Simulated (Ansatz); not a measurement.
# C2H8SSi: the cost of one run

Method: RKS B3LYP/def2-SVP, in Ansatz 0.2.0.

## (1) The starting structure

Bond lengths: Si1–S2 2.526 Å, Si1–C4 1.900 Å, Si1–C5 1.894 Å, S2–H6 1.324 Å, C4–H7 1.087 Å, C4–H8 1.087 Å, C4–H9 1.090 Å, C5–H10 1.087 Å, C5–H11 1.089 Å, C5–H12 1.085 Å. Angles (14 of 16 angles, heavy atoms first): S2–Si1–C4 100.9°, S2–Si1–C5 100.2°, C4–Si1–C5 111.4°, Si1–S2–H6 93.0°, Si1–C4–H7 110.8°, Si1–C4–H8 111.2°, Si1–C4–H9 111.4°, Si1–C5–H10 111.1°, Si1–C5–H11 111.7°, Si1–C5–H12 110.2°, H7–C4–H8 107.5°, H7–C4–H9 107.9°, H8–C4–H9 107.7°, H10–C5–H11 108.1°.

Coordinates:

```xyz
12

Si   -0.2880   -0.3168    0.5657
S     1.3428   -1.8192   -0.6442
H     0.4428   -1.9993    0.9039
C     0.7294    1.2821    0.7018
C    -1.6436   -0.1653   -0.7479
H     2.3720   -1.4008    0.0769
H     0.1545    2.0663    1.1886
H     1.6309    1.1259    1.2881
H     1.0312    1.6471   -0.2798
H    -2.5188    0.3417   -0.3500
H    -1.2991    0.3884   -1.6206
H    -1.9542   -1.1501   -1.0825
```

## (2) A restrained relaxation towards end A

Springs on the bonds that form and break draw the guess towards this end; the thresholds are loose.

Input file input.yaml:

```yaml
crystal:
  periodic: [false, false, false]
  atoms:
    - { symbol: Si, position_ang: [-0.288, -0.3168, 0.5657] }
    - { symbol: S, position_ang: [1.3428, -1.8192, -0.6442] }
    - { symbol: H, position_ang: [0.4428, -1.9993, 0.9039] }
    - { symbol: C, position_ang: [0.7294, 1.2821, 0.7018] }
    - { symbol: C, position_ang: [-1.6436, -0.1653, -0.7479] }
    - { symbol: H, position_ang: [2.372, -1.4008, 0.0769] }
    - { symbol: H, position_ang: [0.1545, 2.0663, 1.1886] }
    - { symbol: H, position_ang: [1.6309, 1.1259, 1.2881] }
    - { symbol: H, position_ang: [1.0312, 1.6471, -0.2798] }
    - { symbol: H, position_ang: [-2.5188, 0.3417, -0.35] }
    - { symbol: H, position_ang: [-1.2991, 0.3884, -1.6206] }
    - { symbol: H, position_ang: [-1.9542, -1.1501, -1.0825] }
basis:
  gaussian: { orbitals: def2-SVP }
hamiltonian:
  xc: b3lyp
relax:
  f_tol: 0.15
  max_steps: 25
  restrain:
    - { distance: [2, 1], at: 2.66, k: 30.0 }
    - { distance: [0, 1], at: 2.16, k: 30.0 }
    - { distance: [0, 2], at: 1.42, k: 30.0 }
```

Started as:

```
$ ansatz run input.yaml --threads 2 --pin off --max-ram 3072MiB --backend cpu --events-out ev --progress --plain --runs-dir out
```

**Question.** How long does this run take on 2 threads of Intel Xeon Platinum 8488C (Sapphire Rapids), shared host, and how much memory does it need?

About 17 s, with a peak of 0.24 GiB.
